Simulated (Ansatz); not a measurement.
# Ti4Ru: from a guess to a relaxed structure, part 1 of 2

The task: take a trial cell of Ti4Ru to zero force and stress.

Computed with Ansatz 0.2.0 (DFT PBE, scalar-relativistic, plane waves, PAW, unless a step's input says otherwise).

**1. The starting structure**

It takes space group Im-3m (No. 229, cubic). The conventional cell has a = 5.120 Å, b = 5.120 Å, c = 5.120 Å, α = 90.00°, β = 90.00°, γ = 90.00°. Around Ti (site symmetry -3m) lie 2 Ru at 2.22 Å. Around Ru (site symmetry m-3m) lie 8 Ti at 2.22 Å.

Coordinates:

```
Ti Ru
1.0
    -2.55983    2.55983    2.55983
     2.55983   -2.55983    2.55983
     2.55983    2.55983   -2.55983
Ti Ru
4 1
Direct
  0.50000 0.50000 0.50000
  0.50000 0.00000 0.00000
  0.00000 0.00000 0.50000
  0.00000 0.50000 0.00000
  0.00000 0.00000 0.00000
```

A structure generator made this guess: species swapped into a database cell of Hg4Pt (Im-3m, No. 229), with Ti on the Hg sites and Ru on the Pt sites. Lengths come from tabulated atomic sizes and are only a guess.

**2. Probe: one point on a coarse mesh**

Contents of input.yaml:

```yaml
crystal:
  lattice:
    - [-2.55982511, 2.55982511, 2.55982511]
    - [2.55982511, -2.55982511, 2.55982511]
    - [2.55982511, 2.55982511, -2.55982511]
  atoms:
    - { symbol: Ti, position: [0.5, 0.5, 0.5] }
    - { symbol: Ti, position: [0.5, 0.0, 0.0] }
    - { symbol: Ti, position: [0.0, 0.0, 0.5] }
    - { symbol: Ti, position: [0.0, 0.5, 0.0] }
    - { symbol: Ru, position: [0.0, 0.0, 0.0] }
basis:
  ecutwfc: 420
kpoints:
  mp_grid: { grid: [6, 6, 6] }
hamiltonian:
  xc: pbe
scf:
  occupations: { method: gaussian, width: 0.1 }
  lower_state_search: "off"
output:
  forces: true
  stress: true
  eigenvalues: true
```

Command:

```console
$ ansatz run input.yaml --threads 1 --pin off --max-ram 2048MiB --backend cpu --events-out ev --progress --plain --runs-dir out
```

What it wrote, shortened:

```text
[...]
SCF converged after 7 iterations
Free energy (F): -15869.108059 eV
[...]
E sigma→0 (E₀):  -15869.088745 eV
Entropy (-TS):   -0.038627 eV (-7.725 meV/atom)
Fermi energy:    19.136583 eV
[...]
--- Forces (eV/Å), atoms counted from 1 ---
  atom   1  Ti     0.00000000     0.00000000    -0.00000000
  atom   2  Ti     0.00000000    -0.00000000     0.00000000
  atom   3  Ti     0.00000000    -0.00000000    -0.00000000
  atom   4  Ti     0.00000000    -0.00000000     0.00000000
  atom   5  Ru    -0.00000000     0.00000000    -0.00000000
[...]
--- Stress (GPa, compression-positive) ---
       80.890541      -0.000000       0.000000
        0.000000      80.890541       0.000000
       -0.000000      -0.000000      80.890541
  P = ⅓ Tr σ = 80.8905 GPa (808.905 kbar)
--- Band table (eV; the first three rows and the last of 16) ---
[...]
```

It took 4.4 s on 1 thread of Arm Neoverse N1, shared host; peak memory 0.34 GiB.

The probe gives pressure 80.9 GPa, largest force 0.00 eV/Å, gap on this mesh none (metal). A cheap, loose relaxation comes first.

**3. Rough relaxation on the coarse mesh**

input.yaml, as its differences from that of step 2:

```diff
@@ -24 +24,6 @@
   eigenvalues: true
+relax:
+  adjacent_minimum: "off"
+  f_tol: 0.04
+  max_steps: 70
+  cell: { stress_tol: 0.4 }
```

Command:

```console
$ ansatz run input.yaml --threads 1 --pin off --max-ram 2048MiB --backend cpu --events-out ev --progress --plain --runs-dir out
```

What it wrote:

```text
Warning: RAYON_NUM_THREADS=1 ignored (pool sized by the plan → 1); use --threads N
Engine: ansatz 0.2.0, aarch64-unknown-linux-gnu
Pseudopotentials: kind: paw
Pseudopotential: Ti, paw, valence charge 12, recommended cutoff 420 eV (normal), Ti.paw.azcp
Pseudopotential: Ru, paw, valence charge 16, recommended cutoff 420 eV (normal), Ru.paw.azcp
Functional definition: PBE
  parameter kappa = 0.804
  parameter beta = 0.06672455060314922
  exchange = pbe_x(kappa = kappa, mu = beta*pi^2/3)
  correlation = pbe_c(beta = beta)
Crystal: 5 atoms, lattice volume = 67.095 Å³
Basis set: ecut = 420 eV, 1289 PW (Γ), exchange–correlation on 60×60×60 points (8 copies of the dense FFT grid, shifted against one another)
Bands: 39, of which v1, the nominal top of the filled ones, is band 32 counted from 1 (31 counted from 0)
Symmetry: 48 space group operations
Space group: Im-3m (ITA 229), of the structure as read, at distance tolerance 4.1e-5 Å
k-points: 16 of 216
Non-local potential: Ti, projectors of the file, l = 0: 3, l = 1: 2, l = 2: 3, l = 3: 1
Non-local potential: Ru, projectors of the file, l = 0: 3, l = 1: 2, l = 2: 2, l = 3: 1
PAW form: soft (Blöchl's): semilocal exchange-correlation on the pseudo side does not see the compensation charge
PAW one-centre angular grid: Ti, 590 points (default); XC on 64 Gauss nodes
PAW one-centre angular grid: Ru, 590 points (default); XC on 64 Gauss nodes
Initial density: superposition of atomic densities (neutral atoms: chi_scale 0, normalization atom), corrected by the library's trained network
Initial wavefunctions: pseudopotential atomic-orbital guess
Functional: x = pbe(κ = 0.804, μ = 0.2195149727645171), c = pbe(β = 0.06672455060314922)
SCF iter   1: F=—  HF=-15869.139496 eV  |F-HF|=—  |Δ(HF+E_count)|=         —  Δρ=1.09e-2  dr2=1.27e-1  ethr=1.77e-3  ⟨swp⟩=4.5  Hψ=2139  notcnv=0
preconditioner: auto → Kerker (q_TF=auto, 2.707 Å⁻¹)  [metal: Δε(μ)=0.016 eV  Ē_g=4.427 eV  σ=0.100 eV  W_gap=0.09  n_scr=18 (ndim 8)  ℏωp=22.2 eV  f_vac=0.000  D(μ)=7.46/eV (n_scr^D=86)]
SCF iter   2: F=—  HF=-15869.124970 eV  |F-HF|=—  |Δ(HF+E_count)|=   1.45e-2  Δρ=6.75e-3  dr2=5.16e-2  ethr=1.98e-4  ⟨swp⟩=1.1  Hψ=755  notcnv=0
SCF iter   3: F=—  HF=-15869.108339 eV  |F-HF|=—  |Δ(HF+E_count)|=   1.66e-2  Δρ=1.28e-3  dr2=1.19e-3  ethr=8.06e-5  ⟨swp⟩=2.0  Hψ=1076  notcnv=0
SCF iter   4: F=—  HF=-15869.108058 eV  |F-HF|=—  |Δ(HF+E_count)|=   2.80e-4  Δρ=3.94e-4  dr2=7.97e-5  ethr=1.86e-6  ⟨swp⟩=2.1  Hψ=872  notcnv=0
SCF iter   5: F=—  HF=-15869.108058 eV  |F-HF|=—  |Δ(HF+E_count)|=   3.12e-7  Δρ=1.08e-4  dr2=6.64e-6  ethr=1.24e-7  ⟨swp⟩=2.6  Hψ=1114  notcnv=0  defer=1
SCF iter   6: F=—  HF=-15869.108059 eV  |F-HF|=—  |Δ(HF+E_count)|=   5.69e-7  Δρ=2.43e-5  dr2=2.95e-7  ethr=1.04e-8  ⟨swp⟩=1.9  Hψ=681  notcnv=0  defer=1
SCF iter   7: F=-15869.108059 eV  HF=-15869.108059 eV  |F-HF|=3.23e-8  |Δ(HF+E_count)|=   8.12e-8  Δρ=8.60e-6  dr2=4.79e-8  ethr=1.56e-10  ⟨swp⟩=7.6  Hψ=2587  notcnv=0
SCF 1 converged in 7 iterations: F = -15869.108059 eV  dr2 = 4.79e-8
relax step   1: F+E_penalty+E_count = -15869.10805868 eV  Δ(F+E_penalty+E_count) = +0.000e0 eV  max|allowed force component| = 1.283e-29 eV/Å  Δτ_max = 0.0000 Å  P = +80.891 GPa  Ω = 67.095 Å³  (7 SCF iters, dr2 threshold 1.00e-7 eV, accepted)
Crystal: 5 atoms, lattice volume = 77.394 Å³
Basis set: ecut = 420 eV, 1505 PW (Γ), exchange–correlation on 60×60×60 points (8 copies of the dense FFT grid, shifted against one another)
Initial density: handed on by an earlier stage of this run
Initial wavefunctions: those handed on with the density
iter 1 solved again at ethr=4.12e-4 eV; its pass at ethr=3.10e-3 eV (dr2=2.64e-1 eV) is discarded
SCF iter   1: F=—  HF=-15872.900308 eV  |F-HF|=—  |Δ(HF+E_count)|=         —  Δρ=1.50e-2  dr2=2.66e-1  ethr=4.12e-4  ⟨swp⟩=1.1  Hψ=3271  notcnv=0
preconditioner: auto → Kerker (q_TF=auto, 2.643 Å⁻¹)  [metal: Δε(μ)=0.038 eV  Ē_g=3.955 eV  σ=0.100 eV  W_gap=0.21  n_scr=18 (ndim 8)  ℏωp=20.7 eV  f_vac=0.000  D(μ)=7.13/eV (n_scr^D=86)]
SCF iter   2: F=—  HF=-15872.873602 eV  |F-HF|=—  |Δ(HF+E_count)|=   2.67e-2  Δρ=5.76e-3  dr2=3.38e-2  ethr=4.12e-4  ⟨swp⟩=2.5  Hψ=899  notcnv=0
SCF iter   3: F=—  HF=-15872.869973 eV  |F-HF|=—  |Δ(HF+E_count)|=   3.63e-3  Δρ=1.61e-3  dr2=2.07e-3  ethr=5.28e-5  ⟨swp⟩=2.0  Hψ=789  notcnv=0
SCF iter   4: F=—  HF=-15872.869432 eV  |F-HF|=—  |Δ(HF+E_count)|=   5.41e-4  Δρ=3.31e-4  dr2=9.53e-5  ethr=3.23e-6  ⟨swp⟩=2.0  Hψ=1106  notcnv=0
SCF iter   5: F=—  HF=-15872.869484 eV  |F-HF|=—  |Δ(HF+E_count)|=   5.21e-5  Δρ=8.48e-5  dr2=5.32e-6  ethr=1.49e-7  ⟨swp⟩=2.0  Hψ=777  notcnv=0
SCF iter   6: F=—  HF=-15872.869484 eV  |F-HF|=—  |Δ(HF+E_count)|=   4.35e-7  Δρ=3.14e-5  dr2=8.63e-7  ethr=7.81e-10  ⟨swp⟩=7.6  Hψ=2826  notcnv=0
SCF iter   7: F=-15872.869483 eV  HF=-15872.869483 eV  |F-HF|=2.56e-8  |Δ(HF+E_count)|=   5.16e-8  Δρ=7.30e-6  dr2=4.58e-8  ethr=7.81e-10  ⟨swp⟩=5.1  Hψ=2441  notcnv=0
SCF 2 converged in 7 iterations: F = -15872.869483 eV  dr2 = 4.58e-8
relax step   2: F+E_penalty+E_count = -15872.86948346 eV  Δ(F+E_penalty+E_count) = -3.761e0 eV  max|allowed force component| = 1.409e-29 eV/Å  Δτ_max = 0.0000 Å  P = +39.775 GPa  Ω = 77.394 Å³  energy of the carried Pulay correction = -4.544e-3 eV  (7 SCF iters, dr2 threshold 5.00e-7 eV, accepted)
Crystal: 5 atoms, lattice volume = 88.696 Å³
Basis set: ecut = 420 eV, 1745 PW (Γ), exchange–correlation on 60×60×60 points (8 copies of the dense FFT grid, shifted against one another)
iter 1 solved again at ethr=4.11e-4 eV; its pass at ethr=3.10e-3 eV (dr2=2.63e-1 eV) is discarded
SCF iter   1: F=—  HF=-15874.664701 eV  |F-HF|=—  |Δ(HF+E_count)|=         —  Δρ=1.35e-2  dr2=2.66e-1  ethr=4.11e-4  ⟨swp⟩=1.0  Hψ=3314  notcnv=0
preconditioner: auto → Kerker (q_TF=auto, 2.584 Å⁻¹)  [metal: Δε(μ)=0.047 eV  Ē_g=3.465 eV  σ=0.100 eV  W_gap=0.25  n_scr=18 (ndim 8)  ℏωp=19.3 eV  f_vac=0.000  D(μ)=9.18/eV (n_scr^D=134)]
SCF iter   2: F=—  HF=-15874.637262 eV  |F-HF|=—  |Δ(HF+E_count)|=   2.74e-2  Δρ=4.37e-3  dr2=2.05e-2  ethr=4.11e-4  ⟨swp⟩=2.5  Hψ=896  notcnv=0
SCF iter   3: F=—  HF=-15874.636088 eV  |F-HF|=—  |Δ(HF+E_count)|=   1.17e-3  Δρ=1.52e-3  dr2=1.61e-3  ethr=3.21e-5  ⟨swp⟩=2.0  Hψ=757  notcnv=0
SCF iter   4: F=—  HF=-15874.635856 eV  |F-HF|=—  |Δ(HF+E_count)|=   2.33e-4  Δρ=2.58e-4  dr2=8.72e-5  ethr=2.52e-6  ⟨swp⟩=2.0  Hψ=1078  notcnv=0
SCF iter   5: F=—  HF=-15874.635752 eV  |F-HF|=—  |Δ(HF+E_count)|=   1.04e-4  Δρ=7.51e-5  dr2=4.86e-6  ethr=1.36e-7  ⟨swp⟩=2.0  Hψ=848  notcnv=0
SCF iter   6: F=—  HF=-15874.635751 eV  |F-HF|=—  |Δ(HF+E_count)|=   8.04e-7  Δρ=2.92e-5  dr2=8.16e-7  ethr=7.81e-10  ⟨swp⟩=7.3  Hψ=2819  notcnv=0
SCF iter   7: F=-15874.635752 eV  HF=-15874.635752 eV  |F-HF|=1.22e-8  |Δ(HF+E_count)|=   5.06e-8  Δρ=5.99e-6  dr2=2.20e-8  ethr=7.81e-10  ⟨swp⟩=5.0  Hψ=2487  notcnv=0
SCF 3 converged in 7 iterations: F = -15874.635752 eV  dr2 = 2.20e-8
relax step   3: F+E_penalty+E_count = -15874.63575155 eV  Δ(F+E_penalty+E_count) = -1.766e0 eV  max|allowed force component| = 1.809e-29 eV/Å  Δτ_max = 0.0000 Å  P = +12.641 GPa  Ω = 88.696 Å³  energy of the carried Pulay correction = -8.846e-3 eV  (7 SCF iters, dr2 threshold 5.00e-7 eV, accepted)
[... 11 lines left out ...]
relax step   4: F+E_penalty+E_count = -15874.91570169 eV  Δ(F+E_penalty+E_count) = -2.800e-1 eV  max|allowed force component| = 2.335e-29 eV/Å  Δτ_max = 0.0000 Å  P = +1.745 GPa  Ω = 95.157 Å³  energy of the carried Pulay correction = -1.104e-2 eV  (6 SCF iters, dr2 threshold 5.00e-7 eV, accepted)
[... 11 lines left out ...]
relax step   5: F+E_penalty+E_count = -15874.92165998 eV  Δ(F+E_penalty+E_count) = -5.958e-3 eV  max|allowed force component| = 2.230e-29 eV/Å  Δτ_max = 0.0000 Å  P = +0.068 GPa  Ω = 96.280 Å³  energy of the carried Pulay correction = -1.141e-2 eV  (6 SCF iters, dr2 threshold 5.00e-7 eV, accepted)
[... 12 lines left out ...]
relax step   6: F+E_penalty+E_count = -15875.05828134 eV  Δ(F+E_penalty+E_count) = -1.366e-1 eV  max|allowed force component| = 1.851e-29 eV/Å  Δτ_max = 0.0000 Å  P = +2.903 GPa  Ω = 96.280 Å³  stress off target by 2.90e0 GPa  SCF on the basis re-selected at this cell (its energy is not comparable with the rows above)  (7 SCF iters)
[... 13 lines left out ...]
relax step   7: F+E_penalty+E_count = -15875.07982693 eV  Δ(F+E_penalty+E_count) = -2.155e-2 eV  max|allowed force component| = 1.788e-29 eV/Å  Δτ_max = 0.0000 Å  P = +0.676 GPa  Ω = 98.261 Å³  energy of the carried Pulay correction = -3.550e-4 eV  (6 SCF iters, dr2 threshold 5.00e-7 eV, accepted)
[... 12 lines left out ...]
relax step   8: F+E_penalty+E_count = -15875.08103304 eV  Δ(F+E_penalty+E_count) = -1.206e-3 eV  max|allowed force component| = 2.041e-29 eV/Å  Δτ_max = 0.0000 Å  P = +0.025 GPa  Ω = 98.878 Å³  energy of the carried Pulay correction = -4.910e-4 eV  (6 SCF iters, dr2 threshold 5.00e-7 eV, accepted)
iter 1 solved again at ethr=5.46e-7 eV; its pass at ethr=3.10e-3 eV (dr2=3.50e-4 eV) is discarded
SCF iter   1: F=—  HF=-15875.081235 eV  |F-HF|=—  |Δ(HF+E_count)|=         —  Δρ=1.83e-4  dr2=8.56e-7  ethr=5.46e-7  ⟨swp⟩=3.5  Hψ=3671  notcnv=0
preconditioner: auto → Kerker (q_TF=auto, 2.537 Å⁻¹)  [metal: Δε(μ)=0.014 eV  Ē_g=3.039 eV  σ=0.100 eV  W_gap=0.08  n_scr=18 (ndim 8)  ℏωp=18.3 eV  f_vac=0.000  D(μ)=10.72/eV (n_scr^D=140)]
SCF iter   2: F=—  HF=-15875.081337 eV  |F-HF|=—  |Δ(HF+E_count)|=   1.03e-4  Δρ=9.29e-5  dr2=2.23e-7  ethr=1.34e-9  ⟨swp⟩=2.1  Hψ=1122  notcnv=0
SCF iter   3: F=—  HF=-15875.081375 eV  |F-HF|=—  |Δ(HF+E_count)|=   3.76e-5  Δρ=2.68e-6  dr2=5.45e-9  ethr=3.49e-10  ⟨swp⟩=1.5  Hψ=765  notcnv=0
iter 4 did not close the SCF: its close was put off for the readings that it lacked (scf_convergence_deferred on its scf_iter line)
SCF iter   4: F=-15875.081375 eV  HF=-15875.081375 eV  |F-HF|=9.09e-11  |Δ(HF+E_count)|=   1.50e-8  Δρ=5.85e-7  dr2=3.11e-10  ethr=8.51e-12  ⟨swp⟩=2.0  Hψ=802  notcnv=0
iter 5 did not close the SCF: its close was put off for the readings that it lacked (scf_convergence_deferred on its scf_iter line)
SCF iter   5: F=-15875.081375 eV  HF=-15875.081375 eV  |F-HF|=1.82e-12  |Δ(HF+E_count)|=  2.00e-11  Δρ=1.58e-7  dr2=3.30e-11  ethr=1.00e-12  ⟨swp⟩=1.2  Hψ=628  notcnv=0
SCF iter   6: F=-15875.081375 eV  HF=-15875.081375 eV  |F-HF|=5.46e-12  |Δ(HF+E_count)|=    0.00e0  Δρ=5.44e-8  dr2=3.83e-12  ethr=1.00e-12  ⟨swp⟩=3.2  Hψ=1616  notcnv=0
SCF 9 converged in 6 iterations: F = -15875.081375 eV  dr2 = 3.83e-12
relax step   9: F+E_penalty+E_count = -15875.08137510 eV  Δ(F+E_penalty+E_count) = -3.421e-4 eV  max|allowed force component| = 1.841e-29 eV/Å  Δτ_max = 0.0000 Å  P = +0.007 GPa  Ω = 98.878 Å³  stress off target by 6.86e-3 GPa  SCF on the basis re-selected at this cell (its energy is not comparable with the rows above)  (6 SCF iters)
basis re-selected at this cell: Δ(F+E_penalty+E_count) = -3.421e-4 eV, ΔP = -0.018 GPa vs the last step (what re-selecting the basis moved, of the pressure what is left beyond the Pulay correction that the steps carried, after the strain that the cell walked since its last selection, with what the two solves' SCF thresholds leave and, on support functions, any second-order correction that the steps lacked; it is no measure of the basis error at this ecutwfc). This SCF's stress stands 6.86e-3 GPa from its target on what of the cell is left free (relax.cell.stress_tol is 4.00e-1 GPa) and its largest allowed force component is 1.84e-29 eV/Å (relax.f_tol is 4.00e-2 eV/Å): within both
SCF converged after 6 iterations
Free energy (F): -15875.081375 eV
Harris-Foulkes:  -15875.081375 eV  (|F-HF|=5.46e-12)
Internal energy: -15875.027759 eV  (E = F + TS)
E sigma→0 (E₀):  -15875.054567 eV
Entropy (-TS):   -0.053616 eV (-10.723 meV/atom)
Fermi energy:    12.100643 eV
--- Per-component energies (eV) ---
  E_band       = -926.122473
  E_kinetic    = 1606.064128
  E_local      = -6077.065587  (includes V_loc(G=0)·N_el)
  E_nonlocal   = 380.694297
  E_hartree    = 2398.956273
  E_xc         = -578.260381
  E_vxc        = -724.047813  (∫ρ·V_xc dr)
  E_paw        = -7653.716406  (= ΣΔE_a)
  E_vpaw       = -909.680327  (= ΣTr[D̂ρ^β])
  E_aug_tail   = 0.000272  (compensation charges beyond the density's cutoff)
  E_ewald      = -5951.700356
  E_smearing   = -0.053616  (= −TS)
  E_closure    = 0.000000  (closes the sum)
  Σ components = -15875.081375   (vs F -15875.081375, Δ=0.00e0)
--- Forces (eV/Å), atoms counted from 1 ---
  atom   1  Ti     0.00000000    -0.00000000     0.00000000
  atom   2  Ti     0.00000000    -0.00000000    -0.00000000
  atom   3  Ti     0.00000000    -0.00000000    -0.00000000
  atom   4  Ti     0.00000000    -0.00000000     0.00000000
  atom   5  Ru    -0.00000000     0.00000000     0.00000000
  max |Σ_I F_I| component: 5.00e-29 eV/Å
--- Stress (GPa, compression-positive) ---
        0.006859       0.000000       0.000000
        0.000000       0.006859       0.000000
        0.000000       0.000000       0.006859
  P = ⅓ Tr σ = 0.0069 GPa (0.069 kbar)
--- Band table (eV; the first three rows and the last of 16) ---
  k-point 0: bands = ["-60.3676", "-44.8095", "-44.7314", "-44.7314", "-44.7314", "-30.4748", "-30.4748", "-30.4748", "-21.2025", "-21.2025", "-21.2025", "-21.1611", "-21.1611", "-21.1611", "-20.8793", "-20.8793", "-20.8793", "-20.8369", "-20.8369", "-20.8202", "6.3091", "8.1868", "8.1868", "8.3285", "8.3285", "8.3285", "9.8805", "10.7953", "10.7953", "12.4434", "12.4434", "12.4434", "13.8528", "13.8528", "13.8528", "13.8777", "13.8777", "14.6328", "14.6328"]
  k-point 1: bands = ["-60.3675", "-44.8046", "-44.7370", "-44.7317", "-44.7315", "-30.4747", "-30.4708", "-30.4670", "-21.1967", "-21.1948", "-21.1777", "-21.1599", "-21.1499", "-21.1422", "-20.9074", "-20.8996", "-20.8776", "-20.8610", "-20.8543", "-20.8331", "6.5983", "8.3077", "8.3544", "8.4021", "8.4456", "8.5774", "10.0115", "10.8904", "10.8925", "12.2645", "12.4126", "12.5955", "13.1227", "13.4757", "13.5232", "13.6856", "13.7191", "14.2671", "14.3298"]
  k-point 2: bands = ["-60.3675", "-44.7911", "-44.7520", "-44.7323", "-44.7316", "-30.4745", "-30.4628", "-30.4514", "-21.2022", "-21.1876", "-21.1267", "-21.1102", "-21.1056", "-21.0887", "-20.9774", "-20.9541", "-20.9272", "-20.9214", "-20.8707", "-20.8455", "7.3415", "8.5272", "8.5604", "8.7639", "8.7904", "9.2269", "10.3535", "10.9921", "11.0274", "11.7089", "12.2085", "12.3259", "12.3828", "12.6499", "13.0396", "13.1343", "13.1976", "13.5183", "13.9791"]
  k-point 15: bands = ["-60.3672", "-44.7733", "-44.7733", "-44.7733", "-44.6923", "-30.4432", "-30.4432", "-30.4432", "-21.2541", "-21.2495", "-21.2495", "-21.1687", "-21.1687", "-21.1687", "-20.8658", "-20.8658", "-20.8658", "-20.8625", "-20.8625", "-20.8625", "9.2875", "9.2875", "9.8913", "9.8913", "9.8913", "10.1643", "10.1643", "10.1643", "10.6475", "11.2724", "11.2724", "11.2724", "11.5107", "11.5107", "11.5107", "13.1145", "13.1145", "13.3582", "13.3582"]
--- Relaxed structure (7 steps of the walk, 7 accepted, 2 SCFs on fresh bases) ---
  F+E_penalty+E_count = -15875.08137510 eV   max|allowed force component| = 1.841e-29 eV/Å   (the final SCF, on the basis selected at the relaxed cell)
  cell:  # Å, volume = 98.8776 Å³
    - [-2.9130370036954347, 2.9130370036954347, 2.9130370036954347]
    - [2.9130370036954347, -2.9130370036954347, 2.9130370036954347]
    - [2.9130370036954347, 2.9130370036954347, -2.9130370036954347]
  atoms:
    - { symbol: Ti, position: [0.5, 0.5, 0.5] }
    - { symbol: Ti, position: [0.5, 0.0, 0.0] }
    - { symbol: Ti, position: [0.0, 0.0, 0.5] }
    - { symbol: Ti, position: [0.0, 0.5, 0.0] }
    - { symbol: Ru, position: [3.3307948750989007e-37, 3.918582194473113e-38, 5.290085977087959e-37] }
```

It took 52 s on 1 thread of Arm Neoverse N1, shared host; peak memory 0.4 GiB.

Step by step:

| step | energy from step 1 (eV/cell) | largest force component (eV/Å) | pressure (GPa) | volume (Å³) |
| --- | --- | --- | --- | --- |
| 1 | 0.0000 | 0.0000 | 80.89 | 67.10 |
| 2 | -3.7614 | 0.0000 | 39.78 | 77.39 |
| 3 | -5.5277 | 0.0000 | 12.64 | 88.70 |
| 4 | -5.8076 | 0.0000 | 1.75 | 95.16 |
| 5 | -5.8136 | 0.0000 | 0.07 | 96.28 |
| 6 | -5.9502 | 0.0000 | 2.90 | 96.28 |
| 7 | -5.9718 | 0.0000 | 0.68 | 98.26 |
| 8 | -5.9730 | 0.0000 | 0.02 | 98.88 |
| 9 | -5.9733 | 0.0000 | 0.01 | 98.88 |

Step 1 is the start. Steps 6, 9 each repeat the geometry before them on a plane-wave basis chosen anew, so the energy can jump there without any move.

Lengths and angles in the start's conventional setting:

|  | before | after | change |
| --- | --- | --- | --- |
| a (Å) | 5.120 | 5.826 | +13.8 % |
| b (Å) | 5.120 | 5.826 | +13.8 % |
| c (Å) | 5.120 | 5.826 | +13.8 % |
| volume (Å³/atom) | 13.42 | 19.78 | +47.4 % |
| shortest distance (Å) | 2.217 | 2.523 | +13.8 % |
| space group (0.01 Å) | Im-3m | Im-3m | same |

Forces and stress were held to the start's 48 operations: a distortion of lower symmetry was not tested.

(Continued in part 2 of 2.)
